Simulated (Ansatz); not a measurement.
**B3LYP/6-31G(d) (spherical functions) run of Si2H5ClO2 (SMILES O[SiH2][SiH](O)Cl)**

Aim: the vertical ionisation energy of Si2H5ClO2 at B3LYP/6-31G* (spherical functions), from 2 runs. 

The results are computed with Ansatz 0.2.0.

45 further runs of the same task are left out: 45 set aside as unsound or not needed.

## (1) The molecule

The species is Si2H5ClO2 (10 atoms), meant as a singlet with charge 0. As SMILES, `O[SiH2][SiH](O)Cl`. The shape is that of a PBE0-D4/def2-TZVP optimisation. This is one conformer, not always the lowest.

Bond lengths: O1–Si2 1.650 Å, Si2–Si3 2.348 Å, Si3–O4 1.649 Å, Si3–Cl5 2.066 Å, O1–H6 0.960 Å, Si2–H7 1.491 Å, Si2–H8 1.483 Å, Si3–H9 1.486 Å, O4–H10 0.960 Å. Some angles: O1–Si2–Si3 106.6°, Si2–Si3–O4 101.2°, Si2–Si3–Cl5 111.9°, O4–Si3–Cl5 110.1°, O1–Si2–H7 111.9°, O1–Si2–H8 108.3°, Si3–Si2–H7 109.2°, Si3–Si2–H8 112.4°, Si2–O1–H6 115.5°, Si2–Si3–H9 117.8°.

## (2) A single-point energy at B3LYP/6-31G(d) (spherical functions)

Input file job.yaml:

```yaml
crystal:
  periodic: [false, false, false]
  atoms:
    - symbol: O
      position_ang: [-0.930000, 0.870600, 1.737400]
    - symbol: Si
      position_ang: [-0.447400, 1.332200, 0.228900]
    - symbol: Si
      position_ang: [0.341100, -0.602400, -0.843800]
    - symbol: O
      position_ang: [0.842400, -1.502200, 0.443500]
    - symbol: Cl
      position_ang: [-1.163400, -1.590800, -1.857000]
    - symbol: H
      position_ang: [-0.481100, 0.102500, 2.098700]
    - symbol: H
      position_ang: [0.646000, 2.345000, 0.279800]
    - symbol: H
      position_ang: [-1.611200, 1.931000, -0.468100]
    - symbol: H
      position_ang: [1.430200, -0.446300, -1.842900]
    - symbol: H
      position_ang: [1.198600, -2.379200, 0.286500]
basis:
  gaussian:
    orbitals: 6-31G_st_-spherical.json
hamiltonian:
  xc: {name: B3LYP}
accuracy: high
output:
  orbitals: {seedname: orbitals}
```

The basis set 6-31G* is read from a file made from the Basis Set Exchange's data (not shown).

Launch:

```console
$ ansatz run job.yaml --threads 1 --pin off --max-ram 2610MiB --events-out events.jsonl --progress --plain --runs-dir runs
```

The log of the run:

```text
Warning: RAYON_NUM_THREADS=1 ignored (pool sized by the plan → 1); use --threads N
Functional definition: B3LYP
  name "B3LYP"
  parameter a0 = 0.2
  parameter ax = 0.72
  parameter ac = 0.81
  exchange = (1 - a0 - ax)*slater_x + ax*b88_x + a0*exact_x
  correlation = (1 - ac)*vwn_rpa_c + ac*lyp_c
2048 factors; integrals over basis functions are off by at most 7.5e-9 eV
mean field evaluation 1: about -32448.0827 eV, gradient 6.8e1 eV
mean field evaluation 2: about -32427.0154 eV, gradient 1.2e2 eV
mean field evaluation 4: about -32456.0199 eV, gradient 3.2e0 eV
mean field evaluation 8: about -32456.2595 eV, gradient 4.8e-1 eV
mean field evaluation 16: about -32456.2601 eV, gradient 3.9e-5 eV
mean field -32456.26010084 eV, -1192.7455590628 hartree, gradient 7.6e-8 eV, S^2 0.000000; 0 other end points of the search recorded, 0 dependent functions left out
reference -32456.26014557 eV, -1192.7455607063 hartree; 33, 33 occupied and 59, 59 virtual orbitals, 2048 factors
Total energy: -32456.26014557 eV, -1192.7455607063 hartree
```

It took 11 s on 1 thread of Arm Neoverse V2, shared host; peak memory 0.36 GiB.

## (3) The doublet cation at the same level

Input file in.yaml:

```yaml
crystal:
  periodic: [false, false, false]
  atoms:
    - {symbol: O, position_ang: [-0.930000, 0.870600, 1.737400]}
    - {symbol: Si, position_ang: [-0.447400, 1.332200, 0.228900]}
    - {symbol: Si, position_ang: [0.341100, -0.602400, -0.843800]}
    - {symbol: O, position_ang: [0.842400, -1.502200, 0.443500]}
    - {symbol: Cl, position_ang: [-1.163400, -1.590800, -1.857000]}
    - {symbol: H, position_ang: [-0.481100, 0.102500, 2.098700]}
    - {symbol: H, position_ang: [0.646000, 2.345000, 0.279800]}
    - {symbol: H, position_ang: [-1.611200, 1.931000, -0.468100]}
    - {symbol: H, position_ang: [1.430200, -0.446300, -1.842900]}
    - {symbol: H, position_ang: [1.198600, -2.379200, 0.286500]}
basis:
  gaussian:
    orbitals: 6-31G_st_-spherical.json
total_charge: 1
magnetization:
  spin_polarized: true
  initial_magnetization: 1
hamiltonian:
  xc: {name: B3LYP}
accuracy: high
output: {orbitals: {seedname: orbitals}}
```

The basis set 6-31G* is read from a file made from the Basis Set Exchange's data (not shown).

Launch:

```console
$ ansatz run in.yaml --threads 1 --pin off --max-ram 2610MiB --events-out events.jsonl --progress --plain --runs-dir runs
```

The log of the run:

```text
Warning: RAYON_NUM_THREADS=1 ignored (pool sized by the plan → 1); use --threads N
Functional definition: B3LYP
  name "B3LYP"
  parameter a0 = 0.2
  parameter ax = 0.72
  parameter ac = 0.81
  exchange = (1 - a0 - ax)*slater_x + ax*b88_x + a0*exact_x
  correlation = (1 - ac)*vwn_rpa_c + ac*lyp_c
2048 factors; integrals over basis functions are off by at most 7.5e-9 eV
mean field evaluation 1: about -32430.7015 eV, gradient 6.6e1 eV
mean field evaluation 2: about -32332.3493 eV, gradient 1.5e2 eV
mean field evaluation 4: about -32442.5382 eV, gradient 2.7e1 eV
mean field evaluation 8: about -32446.2674 eV, gradient 2.6e-1 eV
mean field evaluation 16: about -32446.4872 eV, gradient 8.3e-3 eV
mean field evaluation 32: about -32446.4872 eV, gradient 1.7e-7 eV
mean field -32446.48717089 eV, -1192.3864105112 hartree, gradient 8.7e-8 eV, S^2 0.754993; 4 other end points of the search recorded, 0 dependent functions left out
reference -32446.48721472 eV, -1192.3864121220 hartree; 33, 32 occupied and 59, 60 virtual orbitals, 2048 factors
Total energy: -32446.48721472 eV, -1192.3864121220 hartree
```

Wall time 25 s (1 thread of Arm Neoverse V2, shared host); peak memory 0.55 GiB.

## (4) Summary of results

At B3LYP/6-31G* (spherical functions):

| quantity | value |
| --- | --- |
| singlet Si2H5ClO2: total energy | -1192.74556 Eh |
| singlet Si2H5ClO2: HOMO energy | -7.57 eV |
| singlet Si2H5ClO2: LUMO energy | -0.70 eV |
| singlet Si2H5ClO2: HOMO–LUMO gap | 6.87 eV |
| doublet cation: total energy | -1192.38641 Eh |
| doublet cation: HOMO energy (highest over α and β) | -13.91 eV |
| doublet cation: LUMO energy (lowest over α and β) | -11.96 eV |
| doublet cation: ⟨S²⟩ | 0.755 |
| vertical ionisation energy (to the doublet cation) | 9.773 eV |

What this shows: Removing an electron at fixed nuclei costs 9.77 eV (943 kJ/mol). The negative HOMO energy of the first species, 7.57 eV, lies 2.20 eV below that difference.
